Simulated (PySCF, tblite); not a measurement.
# C5H3F3S: excited states

Wanted: excited states for C5H3F3S (`FC(F)(F)c1cccs1`).

Computed with tblite 0.8.0 and PySCF 2.14.0 and routines of our own; the level stands in each step. Atoms count from 0.

## Step 1: The system as given

12 atoms, charge 0, multiplicity 1; geometry from: force field or distance geometry start.

## Step 2: Relaxing the molecule with GFN2-xTB

The job: settings as JSON, then the geometry in Å.

```
{"job": {"kind": "relax", "xc": "GFN2-xTB", "basis": "xTB"}, "charge": 0, "multiplicity": 1}
F     -2.432500    -1.418400     0.013800
C     -1.965000    -0.152200     0.171700
F     -2.443700     0.302200     1.362500
F     -2.521800     0.611100    -0.805500
C     -0.470500    -0.110500     0.140600
C      0.341300     0.581900    -0.747500
C      1.731800     0.384900    -0.479300
C      1.936300    -0.451100     0.602700
S      0.460300    -0.997600     1.276200
H     -0.040700     1.204500    -1.541500
H      2.537400     0.826900    -1.042500
H      2.868300    -0.782500     1.022600
```

Command:

```console
OMP_NUM_THREADS=1 python excited_run.py task.json out
```

One launch serves the whole session: the jobs run in the order shown.

Log:

```text
step      E/eV     max force
  0    -807.17073    1.272
  1    -807.21884    0.541
  2    -807.23570    0.339
  3    -807.24183    0.177
  4    -807.24331    0.114
  5    -807.24434    0.115
  6    -807.24524    0.101
  7    -807.24601    0.069
  8    -807.24630    0.039
  9    -807.24648    0.039
 10    -807.24663    0.044
 11    -807.24679    0.047
 12    -807.24698    0.056
 13    -807.24723    0.075
 14    -807.24749    0.067
 15    -807.24769    0.034
 16    -807.24780    0.032
 17    -807.24786    0.023
 18    -807.24790    0.020
 19    -807.24792    0.011
 20    -807.24793    0.009
```

It took 0.09 s on 1 thread of Arm Neoverse V2, shared host.

Along the way:

```tsv
step	energy from step 0 (eV)	largest force (eV/Å)
0	0.0000	1.2717
1	-0.0481	0.5405
2	-0.0650	0.3391
3	-0.0711	0.1773
4	-0.0726	0.1139
5	-0.0736	0.1149
6	-0.0745	0.1010
7	-0.0753	0.0689
8	-0.0756	0.0390
9	-0.0757	0.0386
10	-0.0759	0.0444
11	-0.0761	0.0470
12	-0.0762	0.0564
13	-0.0765	0.0755
14	-0.0768	0.0670
15	-0.0770	0.0335
16	-0.0771	0.0321
17	-0.0771	0.0232
18	-0.0772	0.0201
19	-0.0772	0.0114
20	-0.0772	0.0088
```

Close pairs (by a distance rule), those that changed most:

```tsv
bond	before (Å)	after (Å)	change (Å)
C4–C5	1.388	1.364	-0.024
C6–C7	1.383	1.359	-0.024
C5–C6	1.430	1.409	-0.020
C1–F3	1.359	1.341	-0.018
C1–F2	1.361	1.346	-0.015
F0–C1	1.359	1.346	-0.013
C4–S8	1.715	1.727	+0.011
C1–C4	1.495	1.485	-0.010
```

The next job starts from the end point, and lists it.

## Step 3: Vibrational analysis with GFN2-xTB

The job: settings as JSON, then the geometry in Å.

```
{"job": {"kind": "ir", "xc": "GFN2-xTB", "basis": "xTB"}, "charge": 0, "multiplicity": 1}
F     -2.437625    -1.387742     0.006074
C     -1.937106    -0.148886     0.170943
F     -2.450709     0.302724     1.330508
F     -2.469951     0.607631    -0.799505
C     -0.452405    -0.116291     0.143147
C      0.338445     0.571275    -0.730406
C      1.709669     0.376794    -0.469052
C      1.925261    -0.448289     0.588951
S      0.469224    -1.010976     1.296922
H     -0.049764     1.185928    -1.521699
H      2.494332     0.832088    -1.044800
H      2.861826    -0.764942     1.002889
```

Log:

```text
mode    cm-1     km/mol
  1      14.6      0.06
  2     125.2      0.33
  3     149.3      1.12
  4     310.9      0.28
  5     323.1      9.99
  6     358.7      6.68
  7     438.3      3.26
  8     502.6      3.75
  9     514.6      1.59
 10     583.2      5.68
 11     605.6     24.57
 12     699.3      3.98
 13     744.2      9.15
 14     756.9     20.45
 15     828.8     10.82
 16     854.5     17.51
 17     855.4      0.03
 18     974.0     62.26
 19    1022.8    311.24
 20    1050.6    191.75
 21    1076.1      5.62
 22    1084.4     65.50
 23    1188.6      1.16
 24    1224.3    227.64
 25    1347.7      3.50
 26    1451.4     40.12
 27    1555.7     22.77
 28    3139.5      3.71
 29    3148.5      3.27
 30    3168.9      1.12
```

It took 0.28 s on 1 thread of Arm Neoverse V2, shared host.

The strongest bands and the atoms that carry them (share of the mass-weighted mode):

```tsv
cm⁻¹	km/mol	atoms
606	24.6	S8 22 %, F3 15 %
974	62.3	C4 39 %, C1 17 %, F3 12 %
1023	311.2	C1 74 %, F0 12 %, F2 12 %
1051	191.8	C1 65 %, F3 11 %
1084	65.5	H10 33 %, H9 33 %, C1 15 %
1224	227.6	C1 46 %, C4 28 %
1451	40.1	C6 39 %, C7 26 %, C4 17 %, C5 14 %
1556	22.8	C4 35 %, C5 30 %, C6 16 %, C7 12 %
```

## Step 4: Excited states: TDA B3LYP/def2-SVP

The job, as its differences from that of step 3:

```diff
@@ -1,2 +1,2 @@
-{"job": {"kind": "ir", "xc": "GFN2-xTB", "basis": "xTB"}, "charge": 0, "multiplicity": 1}
+{"job": {"kind": "states", "xc": "B3LYP", "basis": "def2-SVP", "tda": true, "soc": true, "nstates": 8, "ntriplets": 5, "nquad": 4}, "charge": 0, "multiplicity": 1}
 F     -2.437625    -1.387742     0.006074
```

Level: TDA B3LYP/def2-SVP excited states, vertical, gas phase, spin-orbit mean-field couplings.

Log:

```text
coarse grid: 12176 points
cycle   1  E = -889.2894532193  dE =  1.666e+00  |g| = 9.708e-01  |ddm| = 4.232e+00
cycle   2  E = -889.0215682773  dE =  2.679e-01  |g| = 1.575e+00  |ddm| = 2.045e+00
cycle   3  E = -889.4546275160  dE = -4.331e-01  |g| = 1.491e-01  |ddm| = 1.410e+00
cycle   4  E = -889.4590998432  dE = -4.472e-03  |g| = 8.211e-02  |ddm| = 2.640e-01
cycle   5  E = -889.4608683610  dE = -1.769e-03  |g| = 1.440e-02  |ddm| = 9.010e-02
cycle   6  E = -889.4609126158  dE = -4.425e-05  |g| = 6.874e-03  |ddm| = 2.319e-02
cycle   7  E = -889.4609250038  dE = -1.239e-05  |g| = 1.390e-03  |ddm| = 8.064e-03
cycle   8  E = -889.4609254572  dE = -4.534e-07  |g| = 3.838e-04  |ddm| = 1.907e-03
final grid: 118720 points
cycle   9  E = -889.5694835696  dE = -2.994e-05  |g| = 6.550e-03  |ddm| = 2.443e-02
cycle  10  E = -889.5694717847  dE =  1.178e-05  |g| = 9.907e-03  |ddm| = 1.536e-02
cycle  11  E = -889.5694921392  dE = -2.035e-05  |g| = 8.263e-04  |ddm| = 1.043e-02
cycle  12  E = -889.5694923357  dE = -1.964e-07  |g| = 3.084e-04  |ddm| = 1.616e-03
cycle  13  E = -889.5694923592  dE = -2.349e-08  |g| = 8.081e-05  |ddm| = 3.648e-04
cycle  14  E = -889.5694923607  dE = -1.540e-09  |g| = 2.932e-05  |ddm| = 1.261e-04
cycle  15  E = -889.5694923609  dE = -1.683e-10  |g| = 1.307e-05  |ddm| = 3.944e-05
converged SCF energy = -889.5694923609

Singlet excitations
state   eV       nm        f     d(h-e)  d(exc)  Lambda  PR(NTO)  |dmu|/D   mu/D   main configurations
  1   5.9487   208.4   0.11757   0.502   2.600   0.773   1.331    1.089    3.989   H->L 0.43, H-1->L 0.40, H->L+2 0.10
  2   6.1923   200.2   0.15506   0.346   2.585   0.772   1.263    0.743    2.282   H->L 0.47, H-1->L 0.39
  3   6.6412   186.7   0.00031   1.136   2.657   0.465   1.005    2.094    4.132   H->L+1 0.98
  4   6.8306   181.5   0.00007   0.747   2.502   0.475   1.004    1.548    3.635   H-1->L+1 0.98
  5   7.6588   161.9   0.00419   0.615   2.650   0.550   1.054                     H-2->L 0.97
  6   7.9839   155.3   0.00077   1.567   3.387   0.369   1.026                     H->L+3 0.97
  7   8.0734   153.6   0.00002   0.674   2.867   0.456   1.012                     H->L+4 0.96
  8   8.1038   153.0   0.13949   0.831   2.745   0.732   1.694                     H-1->L+2 0.50, H->L+2 0.20, H-4->L 0.16

Triplet excitations (Tamm-Dancoff)
state   eV     d(h-e)  d(exc)  Lambda  PR(NTO)   main configurations
  1   3.7674   0.240   2.421   0.820   1.051   H->L 0.95
  2   4.4555   0.143   2.511   0.735   1.035   H-1->L 0.96
  3   6.0555   0.623   2.314   0.795   1.243   H->L+2 0.88, H-4->L 0.08
  4   6.2684   1.089   2.622   0.466   1.022   H->L+1 0.96
  5   6.4035   0.659   2.444   0.474   1.017   H-1->L+1 0.95
S1 - T1 = 2.1813 eV

Spin-orbit couplings |<S|Hso|T>| (cm-1)
             T1       T2       T3       T4       T5
S0        1.401    1.227    1.471   39.677  123.393
S1        0.884    0.800    0.477   44.274   44.190
S2        0.330    0.895    0.874   30.137   49.837
S3       49.218   12.797    4.559    0.234    2.297
S4       12.315   48.515    4.850    0.543    0.100
S5        1.991  110.714   35.662    5.510   12.975
S6        8.840    7.188    1.881    7.905    2.048
S7       34.194    2.587    1.583   45.134   11.936
S8        1.314    0.783    0.347   20.996   28.624
T1 sublevels (cm-1): 0.000 0.035 0.055   radiative rates (1/s): 0.00627 0.338 0.487
```

It took 17 s on 1 thread of Arm Neoverse V2, shared host; peak memory 0.71 GiB.

From this job:

```tsv
quantity	value
S1 less T1	2.18 eV
```

## Step 5: Excited states: TDDFT LC-wPBE/def2-SVPD

The job, as its differences from that of step 4:

```diff
@@ -1,2 +1,2 @@
-{"job": {"kind": "states", "xc": "B3LYP", "basis": "def2-SVP", "tda": true, "soc": true, "nstates": 8, "ntriplets": 5, "nquad": 4}, "charge": 0, "multiplicity": 1}
+{"job": {"kind": "states", "xc": "LC-wPBE", "basis": "def2-SVPD", "tpa": true, "nstates": 6, "nquad": 5, "ntriplets": 0}, "charge": 0, "multiplicity": 1}
 F     -2.437625    -1.387742     0.006074
```

Level: TDDFT LC-wPBE/def2-SVPD excited states, vertical, gas phase, two-photon moments by quadratic response.

Log:

```text
coarse grid: 12176 points
cycle   1  E = -888.8615083322  dE =  2.156e+00  |g| = 9.632e-01  |ddm| = 6.664e+00
cycle   2  E = -888.8750689314  dE = -1.356e-02  |g| = 1.044e+00  |ddm| = 2.451e+00
cycle   3  E = -889.0479768189  dE = -1.729e-01  |g| = 7.591e-02  |ddm| = 1.268e+00
cycle   4  E = -889.0491484912  dE = -1.172e-03  |g| = 3.503e-02  |ddm| = 2.527e-01
cycle   5  E = -889.0494632209  dE = -3.147e-04  |g| = 1.156e-02  |ddm| = 1.248e-01
cycle   6  E = -889.0495054841  dE = -4.226e-05  |g| = 2.718e-03  |ddm| = 3.498e-02
cycle   7  E = -889.0495085175  dE = -3.033e-06  |g| = 6.912e-04  |ddm| = 1.164e-02
final grid: 118720 points
cycle   8  E = -889.1850164635  dE = -4.556e-05  |g| = 1.404e-02  |ddm| = 1.127e-01
cycle   9  E = -889.1850149207  dE =  1.543e-06  |g| = 1.457e-02  |ddm| = 2.866e-02
cycle  10  E = -889.1850472972  dE = -3.238e-05  |g| = 5.830e-04  |ddm| = 1.467e-02
cycle  11  E = -889.1850473767  dE = -7.949e-08  |g| = 3.296e-04  |ddm| = 2.177e-03
cycle  12  E = -889.1850473932  dE = -1.645e-08  |g| = 8.068e-05  |ddm| = 8.464e-04
cycle  13  E = -889.1850473954  dE = -2.170e-09  |g| = 1.846e-05  |ddm| = 2.697e-04
cycle  14  E = -889.1850473956  dE = -2.517e-10  |g| = 8.342e-06  |ddm| = 9.785e-05
converged SCF energy = -889.1850473956

Singlet excitations
state   eV       nm        f     d(h-e)  d(exc)  Lambda  PR(NTO)  |dmu|/D   mu/D   delta(TPA)   sigma/GM   main configurations
  1   5.7770   214.6   0.11335   0.354   2.560   0.763   1.289    1.074    4.288       15.68      0.192   H->L 0.77, H-1->L 0.17
  2   5.9935   206.9   0.13193   0.187   2.557   0.725   1.320    0.475    2.809       11.03      0.145   H-1->L 0.74, H->L 0.18
  3   6.6610   186.1   0.00016   0.786   2.564   0.317   1.009    2.620    4.616        1.26      0.020   H-1->L+1 0.37, H-1->L+5 0.17, H-1->L+2 0.15
  4   7.0666   175.5   0.00151   1.403   2.888   0.304   1.022    3.511    5.159        1.75      0.032   H->L+1 0.41, H->L+2 0.14, H->L+5 0.14
  5   7.8810   157.3   0.00331   0.507   3.391   0.302   1.081    2.802    0.431       24.44      0.556   H->L+2 0.45, H->L+1 0.21, H->L+3 0.13
  6   7.9080   156.8   0.00069   0.557   2.636   0.530   1.222                                            H-2->L 0.90
```

It took 51 s on 1 thread of Arm Neoverse V2, shared host; peak memory 0.84 GiB.

## Step 6: Results

```
                                 quantity                  value
strongest single infrared mode (GFN2-xTB)  1023 cm⁻¹, 311 km/mol
             zero-point energy (GFN2-xTB)          43.0 kcal/mol
  S1 less T1 (step 4, TDA B3LYP/def2-SVP)                2.18 eV
```

**Reading.** All 30 modes are real, so the xTB geometry is a minimum. The strongest single mode, at 1023 cm⁻¹, moves mainly C1. Unscaled tight-binding wavenumbers are off by several per cent, some by more. Its intensities can rank the bands wrongly. In step 4, the number of triplets below S1 is 2, and the largest singlet-triplet spin-orbit coupling is S0–T5, 123.39 cm⁻¹.
